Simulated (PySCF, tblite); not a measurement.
**C₄H₆Cl₂SSi₂: geometry, infrared bands and NMR shifts**

Wanted: the infrared bands and NMR shifts of C₄H₆Cl₂SSi₂ (`Cl[SiH2][Si@@H](Cl)c1cccs1`), by calculation.

Computed with tblite 0.8.0 and PySCF 2.14.0, with density-fitted response routines of our own, on a single molecule in the gas phase. Atoms count from 0, in the outputs and in this text.

## (1) Starting geometry

15 atoms, charge 0, multiplicity 1; geometry from: force field or distance geometry start.

Bonds of the start (Å): Cl0–Si1 2.04, Si1–Si2 2.31, Si2–Cl3 2.05, Si2–C4 1.86, C4–C5 1.39, C5–C6 1.43, C6–C7 1.38, C7–S8 1.71, S8–C4 1.72, Si1–H9 1.49, Si1–H10 1.49, Si2–H11 1.49, C5–H12 1.07, C6–H13 1.08, C7–H14 1.08.

## (2) Geometry optimisation with GFN2-xTB

The job: settings as JSON, then the geometry in Å.

```
{"job": {"kind": "relax", "xc": "GFN2-xTB", "basis": "xTB"}, "charge": 0, "multiplicity": 1}
Cl    -2.688100     1.236000    -1.752500
Si    -2.797100     0.543000     0.164800
Si    -1.185100    -1.052200     0.596900
Cl    -1.348500    -2.653800    -0.675700
C      0.504100    -0.369300     0.227900
C      1.280300    -0.322400    -0.927600
C      2.536100     0.330500    -0.714100
C      2.684200     0.763800     0.592300
S      1.318200     0.382300     1.546100
H     -4.171900    -0.004000     0.363400
H     -2.650200     1.722300     1.062800
H     -1.273300    -1.586500     1.984900
H      0.971700    -0.735200    -1.869100
H      3.296800     0.467800    -1.474700
H      3.518500     1.285700     1.025200
```

On the command line:

```bash
$ OMP_NUM_THREADS=1 python probes_run.py task.json out
```

The driver reads the jobs from task.json and runs them one after another.

Log:

```text
step      E/eV     max force
  0    -747.96482    1.349
  1    -748.01996    0.553
  2    -748.04006    0.301
  3    -748.05087    0.252
  4    -748.05598    0.202
  5    -748.06542    0.221
  6    -748.06983    0.198
  7    -748.07303    0.140
  8    -748.07529    0.139
  9    -748.07712    0.128
 10    -748.07820    0.110
 11    -748.07889    0.062
 12    -748.07939    0.064
 13    -748.07987    0.060
 14    -748.08031    0.072
 15    -748.08068    0.058
 16    -748.08097    0.047
 17    -748.08122    0.044
 18    -748.08145    0.044
 19    -748.08166    0.036
 20    -748.08181    0.028
 21    -748.08191    0.025
 22    -748.08200    0.033
 23    -748.08210    0.043
 24    -748.08222    0.043
 25    -748.08232    0.031
 26    -748.08238    0.020
 27    -748.08243    0.017
 28    -748.08248    0.026
 29    -748.08255    0.030
 30    -748.08261    0.021
 31    -748.08267    0.018
 32    -748.08273    0.022
 33    -748.08280    0.028
 34    -748.08287    0.028
 35    -748.08293    0.014
 36    -748.08296    0.014
 37    -748.08299    0.017
 38    -748.08304    0.027
 39    -748.08309    0.026
 40    -748.08313    0.013
 41    -748.08315    0.012
 42    -748.08318    0.014
 43    -748.08321    0.026
 44    -748.08328    0.035
 45    -748.08338    0.034
 46    -748.08350    0.032
 47    -748.08363    0.033
 48    -748.08373    0.023
 49    -748.08381    0.024
 50    -748.08391    0.025
 51    -748.08404    0.025
 52    -748.08420    0.036
 53    -748.08440    0.041
 54    -748.08460    0.037
 55    -748.08477    0.031
 56    -748.08492    0.030
 57    -748.08509    0.029
 58    -748.08531    0.038
 59    -748.08560    0.046
 60    -748.08594    0.046
 61    -748.08630    0.051
 62    -748.08660    0.053
 63    -748.08668    0.060
 64    -748.08699    0.041
 65    -748.08717    0.040
 66    -748.08766    0.040
 67    -748.08809    0.055
 68    -748.08880    0.074
 69    -748.08952    0.090
 70    -748.08950    0.122
 71    -748.09087    0.097
 72    -748.09148    0.064
 73    -748.09273    0.076
 74    -748.09305    0.048
 75    -748.09338    0.043
 76    -748.09484    0.086
 77    -748.09549    0.066
 78    -748.09589    0.054
 79    -748.09634    0.046
 80    -748.09646    0.028
 81    -748.09657    0.021
 82    -748.09671    0.029
 83    -748.09693    0.035
 84    -748.09721    0.046
 85    -748.09745    0.043
 86    -748.09764    0.031
 87    -748.09778    0.029
 88    -748.09790    0.041
 89    -748.09805    0.060
 90    -748.09820    0.052
 91    -748.09843    0.051
 92    -748.09875    0.027
 93    -748.09887    0.022
 94    -748.09895    0.015
 95    -748.09898    0.017
 96    -748.09902    0.014
 97    -748.09908    0.025
 98    -748.09915    0.025
 99    -748.09922    0.024
100    -748.09928    0.028
101    -748.09937    0.021
102    -748.09947    0.029
103    -748.09959    0.033
104    -748.09973    0.027
105    -748.09990    0.029
106    -748.10013    0.034
107    -748.10037    0.037
108    -748.10050    0.050
109    -748.10072    0.040
110    -748.10087    0.029
111    -748.10106    0.028
112    -748.10127    0.040
113    -748.10162    0.061
114    -748.10208    0.069
115    -748.10255    0.058
116    -748.10282    0.048
117    -748.10308    0.036
118    -748.10317    0.022
119    -748.10326    0.021
120    -748.10333    0.024
121    -748.10343    0.028
122    -748.10350    0.023
123    -748.10356    0.014
124    -748.10360    0.012
125    -748.10364    0.016
126    -748.10368    0.016
127    -748.10373    0.015
128    -748.10377    0.018
129    -748.10381    0.017
130    -748.10384    0.013
131    -748.10386    0.013
132    -748.10389    0.014
133    -748.10394    0.016
134    -748.10398    0.021
135    -748.10403    0.017
136    -748.10408    0.016
137    -748.10414    0.018
138    -748.10421    0.019
139    -748.10432    0.018
140    -748.10449    0.031
141    -748.10469    0.050
142    -748.10501    0.056
143    -748.10547    0.046
144    -748.10605    0.044
145    -748.10676    0.073
146    -748.10686    0.140
147    -748.10839    0.091
148    -748.10889    0.037
149    -748.10949    0.065
150    -748.10987    0.055
151    -748.11021    0.053
152    -748.11048    0.047
153    -748.11092    0.036
154    -748.11096    0.060
155    -748.11127    0.032
156    -748.11142    0.027
157    -748.11167    0.038
158    -748.11181    0.037
159    -748.11199    0.037
160    -748.11218    0.038
161    -748.11236    0.033
162    -748.11260    0.031
163    -748.11293    0.034
164    -748.11312    0.027
165    -748.11324    0.028
166    -748.11334    0.026
167    -748.11343    0.027
168    -748.11352    0.024
169    -748.11362    0.028
170    -748.11376    0.032
171    -748.11393    0.033
172    -748.11410    0.030
173    -748.11424    0.022
174    -748.11435    0.024
175    -748.11445    0.028
176    -748.11456    0.032
177    -748.11470    0.038
178    -748.11493    0.047
179    -748.11522    0.053
180    -748.11553    0.038
181    -748.11581    0.051
182    -748.11620    0.036
183    -748.11656    0.039
184    -748.11703    0.048
185    -748.11770    0.050
186    -748.11829    0.071
187    -748.11847    0.108
188    -748.11848    0.104
189    -748.11965    0.045
190    -748.12010    0.050
191    -748.12083    0.089
192    -748.12148    0.071
193    -748.12213    0.096
194    -748.12272    0.057
195    -748.12307    0.073
196    -748.12354    0.042
197    -748.12425    0.055
198    -748.12500    0.064
199    -748.12464    0.145
200    -748.12585    0.041
201    -748.12613    0.066
202    -748.12665    0.069
203    -748.12705    0.061
204    -748.12767    0.065
205    -748.12805    0.070
206    -748.12856    0.046
207    -748.12805    0.163
208    -748.12939    0.045
209    -748.12978    0.034
210    -748.12897    0.154
211    -748.13035    0.026
212    -748.13058    0.026
213    -748.13012    0.127
214    -748.13101    0.028
215    -748.13120    0.028
216    -748.13120    0.104
217    -748.13173    0.025
218    -748.13191    0.025
219    -748.13225    0.054
220    -748.13244    0.024
221    -748.13258    0.018
222    -748.13284    0.040
223    -748.13306    0.028
224    -748.13323    0.025
225    -748.13332    0.020
226    -748.13337    0.027
227    -748.13343    0.011
228    -748.13347    0.011
229    -748.13348    0.011
230    -748.13351    0.013
231    -748.13353    0.015
232    -748.13356    0.014
233    -748.13358    0.012
234    -748.13359    0.011
235    -748.13360    0.007
```

Wall time 14 s (1 thread of Intel Xeon at 2.50GHz, shared host); peak memory 0.18 GiB.

Relaxation path: (not every step is listed)

| step | energy from step 0 (eV) | largest force (eV/Å) |
| --- | --- | --- |
| 0 | 0.0000 | 1.3494 |
| 1 | -0.0551 | 0.5528 |
| 2 | -0.0752 | 0.3012 |
| 3 | -0.0861 | 0.2523 |
| 4 | -0.0912 | 0.2019 |
| 5 | -0.1006 | 0.2209 |
| 6 | -0.1050 | 0.1975 |
| 7 | -0.1082 | 0.1403 |
| 8 | -0.1105 | 0.1392 |
| 30 | -0.1178 | 0.0211 |
| 52 | -0.1194 | 0.0360 |
| 74 | -0.1282 | 0.0475 |
| 96 | -0.1342 | 0.0139 |
| 118 | -0.1383 | 0.0220 |
| 140 | -0.1397 | 0.0309 |
| 162 | -0.1478 | 0.0306 |
| 184 | -0.1522 | 0.0479 |
| 206 | -0.1637 | 0.0464 |
| 228 | -0.1686 | 0.0114 |
| 230 | -0.1687 | 0.0128 |
| 231 | -0.1687 | 0.0152 |
| 232 | -0.1687 | 0.0137 |
| 233 | -0.1688 | 0.0124 |
| 234 | -0.1688 | 0.0111 |
| 235 | -0.1688 | 0.0071 |

Distances of close pairs at the start and the end, largest changes first:

| bond | before (Å) | after (Å) | change (Å) |
| --- | --- | --- | --- |
| Si1–H9 | 1.493 | 1.466 | -0.027 |
| C4–C5 | 1.393 | 1.367 | -0.026 |
| C6–C7 | 1.384 | 1.358 | -0.026 |
| Si1–H10 | 1.490 | 1.464 | -0.025 |
| Si2–Cl3 | 2.052 | 2.030 | -0.022 |
| C5–C6 | 1.431 | 1.409 | -0.022 |
| Cl0–Si1 | 2.042 | 2.020 | -0.022 |
| Si2–H11 | 1.490 | 1.470 | -0.020 |

The end geometry stands in the next job.

## (3) Infrared spectrum with GFN2-xTB

The job: settings as JSON, then the geometry in Å.

```
{"job": {"kind": "ir", "xc": "GFN2-xTB", "basis": "xTB"}, "charge": 0, "multiplicity": 1}
Cl    -2.653213     2.219963     1.282377
Si    -2.856553     0.534324     0.187990
Si    -1.146368    -0.943175     0.735774
Cl    -1.402749    -2.683729    -0.277093
C      0.538737    -0.291746     0.226688
C      1.391309    -0.739453    -0.742884
C      2.561863     0.034952    -0.871641
C      2.591831     1.075518     0.000680
S      1.193167     1.126152     0.993362
H     -2.856318     0.946688    -1.218517
H     -4.188263    -0.002606     0.474853
H     -1.055849    -1.307492     2.156794
H      1.181303    -1.607203    -1.342626
H      3.343752    -0.174667    -1.579515
H      3.352937     1.820463     0.124500
```

Log:

```text
mode    cm-1     km/mol
  1      13.4      0.60
  2      24.3      0.71
  3      50.5      0.83
  4      90.2      2.89
  5     101.0      4.06
  6     122.2      0.15
  7     187.1     11.40
  8     205.6      4.92
  9     346.0     19.35
 10     402.7      9.06
 11     428.5      2.00
 12     450.1      5.22
 13     499.7    129.25
 14     527.4      4.67
 15     530.6      0.09
 16     568.4     10.86
 17     604.4    592.05
 18     636.6     86.78
 19     649.0    147.78
 20     690.4    171.91
 21     731.5     20.96
 22     747.2     13.18
 23     797.2    196.47
 24     820.4      4.13
 25     848.1     11.02
 26     853.2      0.20
 27     982.0     60.24
 28    1075.6      0.84
 29    1098.9      2.83
 30    1185.2     12.18
 31    1329.0      2.22
 32    1433.6     30.09
 33    1533.2     18.09
 34    2175.9    111.70
 35    2214.0    306.89
 36    2240.5    125.46
 37    3123.5     17.12
 38    3132.7     21.03
 39    3160.5      8.77
```

Run time: 4.5 s. Hardware: 1 thread of Intel Xeon at 2.50GHz, shared host; peak memory 0.18 GiB.

Which atoms move in the most intense modes:

| cm⁻¹ | km/mol | atoms |
| --- | --- | --- |
| 500 | 129.2 | Si2 36 %, Cl3 24 %, Si1 19 %, Cl0 17 % |
| 604 | 592.0 | H11 68 %, H10 13 % |
| 649 | 147.8 | H11 44 %, S8 20 %, Si2 13 % |
| 690 | 171.9 | H9 38 %, H10 32 %, H11 17 % |
| 797 | 196.5 | H9 48 %, H10 46 % |
| 2176 | 111.7 | H11 94 % |
| 2214 | 306.9 | H9 67 %, H10 26 % |
| 2240 | 125.5 | H10 70 %, H9 28 % |

## (4) Nuclear shieldings: PBE0/pcSseg-1

Same as in step 3 but for these lines:

```diff
@@ -1,2 +1,2 @@
-{"job": {"kind": "ir", "xc": "GFN2-xTB", "basis": "xTB"}, "charge": 0, "multiplicity": 1}
+{"job": {"kind": "nmr", "xc": "PBE0", "basis": "pcSseg-1"}, "charge": 0, "multiplicity": 1}
 Cl    -2.653213     2.219963     1.282377
```

With the program's defaults for keys left out, this is: GIAO PBE0/pcSseg-1 NMR shielding, non-relativistic, gas phase.

Log:

```text
coarse grid: 16184 points
cycle   1  E = -2052.6317364530  dE =  1.349e+00  |g| = 4.424e-01  |ddm| = 3.973e+00
cycle   2  E = -2052.5859949900  dE =  4.574e-02  |g| = 6.009e-01  |ddm| = 1.193e+00
cycle   3  E = -2052.6830614600  dE = -9.707e-02  |g| = 9.784e-02  |ddm| = 7.960e-01
cycle   4  E = -2052.6854786252  dE = -2.417e-03  |g| = 4.299e-02  |ddm| = 1.742e-01
cycle   5  E = -2052.6859489720  dE = -4.703e-04  |g| = 8.488e-03  |ddm| = 4.766e-02
cycle   6  E = -2052.6859623066  dE = -1.333e-05  |g| = 4.633e-03  |ddm| = 1.347e-02
cycle   7  E = -2052.6859673619  dE = -5.055e-06  |g| = 1.386e-03  |ddm| = 5.999e-03
final grid: 136160 points
cycle   8  E = -2052.7383690714  dE = -2.647e-05  |g| = 9.082e-03  |ddm| = 3.040e-02
cycle   9  E = -2052.7383384134  dE =  3.066e-05  |g| = 1.353e-02  |ddm| = 2.217e-02
cycle  10  E = -2052.7383873659  dE = -4.895e-05  |g| = 1.849e-03  |ddm| = 1.623e-02
cycle  11  E = -2052.7383881944  dE = -8.286e-07  |g| = 6.945e-04  |ddm| = 2.614e-03
cycle  12  E = -2052.7383883149  dE = -1.204e-07  |g| = 9.660e-05  |ddm| = 7.212e-04
cycle  13  E = -2052.7383883167  dE = -1.818e-09  |g| = 5.463e-05  |ddm| = 1.736e-04
cycle  14  E = -2052.7383883174  dE = -7.744e-10  |g| = 1.265e-05  |ddm| = 6.212e-05
converged SCF energy = -2052.7383883174

GIAO shielding tensors (ppm)
atom      isotropic    diamagn.    paramagn.     s11        s22        s33       span
  0 Cl    1065.720    1148.090     -82.370   1003.724   1088.197   1105.240    101.515
  1 Si     387.142     876.982    -489.840    351.005    360.841    449.580     98.576
  2 Si     370.592     878.750    -508.158    333.889    361.025    416.863     82.975
  3 Cl    1021.467    1148.630    -127.162    968.992   1018.825   1076.585    107.592
  4 C       48.078     264.713    -216.635    -24.449     27.398    141.285    165.734
  5 C       45.673     250.754    -205.081    -42.091     28.440    150.670    192.762
  6 C       54.973     254.568    -199.594    -27.683     39.336    153.267    180.950
  7 C       42.559     263.299    -220.740    -49.585     35.959    141.302    190.887
  8 S      247.030    1057.932    -810.902     85.166    258.762    397.164    311.998
  9 H       26.635      28.039      -1.404     22.898     25.567     31.439      8.540
 10 H       26.455      26.627      -0.173     21.698     25.798     31.868     10.169
 11 H       25.604      27.657      -2.052     21.519     24.957     30.338      8.819
 12 H       24.034      32.353      -8.319     19.345     23.856     28.902      9.557
 13 H       24.270      30.193      -5.923     20.900     24.937     26.971      6.071
 14 H       23.955      30.856      -6.902     20.988     23.392     27.483      6.495
```

Wall time 2.3 min (1 thread of Intel Xeon at 2.50GHz, shared host); peak memory 0.99 GiB.

The references, computed at this level on geometries of the same kind, shield at (ppm): ¹H TMS 31.72, ¹³C TMS 186.9, ²⁹Si TMS 349.2, ³³S CS2 504, ³⁵Cl HCl 950. Their shielding less the atom's gives the shift. The references are single molecules in the gas phase.

| atoms | environment | σ (ppm) | δ (ppm) | δ scaled to CDCl3 |
| --- | --- | --- | --- | --- |
| C7 | aromatic CH next to the ring sulfur | 42.6 | 144.4 | 134.6 |
| C5 | aromatic CH | 45.7 | 141.3 | 135.9 |
| C4 | substituted aromatic carbon next to the ring sulfur | 48.1 | 138.8 | 129.2 |
| C6 | aromatic CH | 55.0 | 132.0 | 126.9 |
| H14 | hydrogen on an aromatic CH next to the ring sulfur | 23.95 | 7.76 | 7.42 |
| H12 | hydrogen on an aromatic CH | 24.03 | 7.68 | 7.35 |
| H13 | hydrogen on an aromatic CH | 24.27 | 7.45 | 7.13 |
| H11 | hydrogen on a silicon bonded to C, Cl, Si | 25.60 | 6.11 | – |
| H10 | hydrogen on a silicon bonded to Cl, Si | 26.45 | 5.26 | – |
| H9 | hydrogen on a silicon bonded to Cl, Si | 26.63 | 5.08 | – |
| Cl3 | chlorine bonded to Si | 1021 | -72 | – |
| Cl0 | chlorine bonded to Si | 1066 | -116 | – |
| Si2 | silicon bonded to C, Cl, Si, H | 370.6 | -21.4 | – |
| Si1 | silicon bonded to Cl, Si, 2 H | 387.1 | -38.0 | – |
| S8 | aromatic ring sulfur | 247 | 257 | – |

The scaled column applies a straight-line fit of computed shieldings to shifts measured in CDCl3, with any fitted terms for Cl, Br or S neighbours (root-mean-square error 0.16 ppm for H, 1.9 ppm for C).

The run also stored atomic charges by several schemes (e):

| atoms | Mulliken | IAO | Hirshfeld | ESP fit |
| --- | --- | --- | --- | --- |
| Cl0 | -0.31 | -0.31 | -0.12 | -0.17 |
| Si1 | 0.43 | 0.51 | 0.25 | 0.27 |
| Si2 | 0.63 | 0.66 | 0.26 | 0.20 |
| Cl3 | -0.31 | -0.31 | -0.11 | -0.15 |
| C4 | -0.60 | -0.45 | -0.14 | -0.19 |
| C5 | -0.03 | -0.16 | -0.07 | 0.02 |
| C6 | -0.05 | -0.18 | -0.07 | -0.30 |
| C7 | -0.27 | -0.31 | -0.07 | -0.19 |
| S8 | 0.28 | 0.35 | 0.11 | 0.06 |

Mayer bond orders: Cl0–Si1 0.95, Si1–Si2 0.87, Si2–Cl3 0.95, Si2–C4 0.82, C4–C5 1.57, C5–C6 1.29, C6–C7 1.57, C7–S8 1.19, S8–C4 1.15.

Ring of atoms C4, C5, C6, C7, S8: NICS(0) -12.4, NICS(1) -11.7, NICS(1)zz -27.9 ppm (means of both faces).

## (5) What came out

| quantity | value |
| --- | --- |
| strongest single infrared mode (GFN2-xTB) | 604 cm⁻¹, 592 km/mol |
| zero-point energy (GFN2-xTB) | 52.3 kcal/mol |
| ¹³C shifts against TMS (PBE0/pcSseg-1) | 144.4, 141.3, 138.8, 132.0 ppm |
| ¹H shifts against TMS (PBE0/pcSseg-1) | 7.76, 7.68, 7.45, 6.11, 5.26, 5.08 ppm |
| ³⁵Cl shifts against HCl (PBE0/pcSseg-1) | -72, -116 ppm |
| ²⁹Si shifts against TMS (PBE0/pcSseg-1) | -21.4, -38.0 ppm |
| ³³S shifts against CS2 (PBE0/pcSseg-1) | 257 ppm |

**Reading.** The optimisation took 235 steps and gained 0.169 eV; among the close pairs (by a distance rule), Si1–H9 changed most, from 1.493 to 1.466 Å. No mode is imaginary among the 39: a minimum at this level. The strongest single mode, at 604 cm⁻¹, moves mainly H11. GFN2-xTB is a fitted tight-binding method: band positions and strengths are rough. Its intensities can rank the bands wrongly. At PBE0/pcSseg-1: The largest span, 312 ppm, is at S8, where the paramagnetic term is -811 ppm. NICS(1)zz of -28 ppm above the planar ring from C4 marks a diatropic (aromatic) ring current.
